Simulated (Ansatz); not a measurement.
# Digermane (Ge2H6): small, medium and large basis sets

The task here is to estimate one member of a computed series from the others.

Computed with Ansatz 0.2.0, Gaussian basis. Level: one geometry, several basis sets.

The runs, in order: PBE0-D4/def2-SVP; ωB97M-V/def2-SVP; PBE0-D4/def2-QZVPP; ωB97M-V/def2-QZVPP; the functionals' def2-TZVPP values are taken from earlier runs.

## The geometry

An earlier PBE0-D4 in a triple-zeta def2 set relaxation fixed the geometry.

SMILES `[GeH3][GeH3]`, 8 atoms, charge 0, spin multiplicity 1.

Atoms are counted from 1 here; the program's logs count them from 0.

Bond lengths: Ge1–Ge2 2.420 Å, Ge1–H3 1.537 Å, Ge1–H4 1.537 Å, Ge1–H5 1.537 Å, Ge2–H6 1.537 Å, Ge2–H7 1.537 Å, Ge2–H8 1.537 Å. Angles: Ge2–Ge1–H3 110.4°, Ge2–Ge1–H4 110.3°, Ge2–Ge1–H5 110.3°, H3–Ge1–H4 108.6°, H3–Ge1–H5 108.6°, H4–Ge1–H5 108.6°, Ge1–Ge2–H6 110.3°, Ge1–Ge2–H7 110.3°, Ge1–Ge2–H8 110.4°, H6–Ge2–H7 108.6°, H6–Ge2–H8 108.6°, H7–Ge2–H8 108.6°.

Set-up of the first run:

in.yaml reads:

```yaml
crystal:
  periodic: [false, false, false]
  atoms:
    - {symbol: Ge, position_ang: [-0.557150, 0.260243, -1.041086]}
    - {symbol: Ge, position_ang: [0.580313, -0.275071, 1.026903]}
    - {symbol: H, position_ang: [-0.351230, -0.862013, -2.071302]}
    - {symbol: H, position_ang: [-2.065039, 0.427355, -0.792983]}
    - {symbol: H, position_ang: [-0.008663, 1.571007, -1.627849]}
    - {symbol: H, position_ang: [0.359866, 0.840798, 2.061070]}
    - {symbol: H, position_ang: [2.090566, -0.425663, 0.782654]}
    - {symbol: H, position_ang: [0.043535, -1.593756, 1.606694]}
basis:
  gaussian: {orbitals: def2-SVP}
hamiltonian: {xc: pbe0, dispersion: d4}
output: {orbitals: {seedname: orbitals}}
```

The run is started by

```sh
$ ansatz run in.yaml --threads 2 --pin off --events-out ev --progress --plain --max-ram 20480MiB --backend cpu
```

Steps of the session up to this table: PBE0-D4 in def2-SVP; ωB97M-V in def2-SVP; PBE0-D4 in def2-QZVPP; ωB97M-V in def2-QZVPP.

One table of the session follows, with a row left open; its other results are not shown here.

It belongs to the step «Density functionals: the series». 

| functional | basis | HOMO (eV) | LUMO (eV) |
| --- | --- | --- | --- |
| PBE0-D4 | def2-SVP | -8.20 | 0.74 |
| PBE0-D4 | def2-TZVPP | -8.20 | 0.37 |
| PBE0-D4 | def2-QZVPP | -8.19 | 0.05 |
| ωB97M-V | def2-SVP | -10.19 | 2.58 |
| ωB97M-V | def2-TZVPP | ? | ? |
| ωB97M-V | def2-QZVPP | -10.22 | 1.38 |

**Question.** Estimate the row for ωB97M-V, def2-TZVPP.

The run gave: HOMO (eV): -10.23; LUMO (eV): 2.03. In the column «HOMO (eV)» it is the lowest.
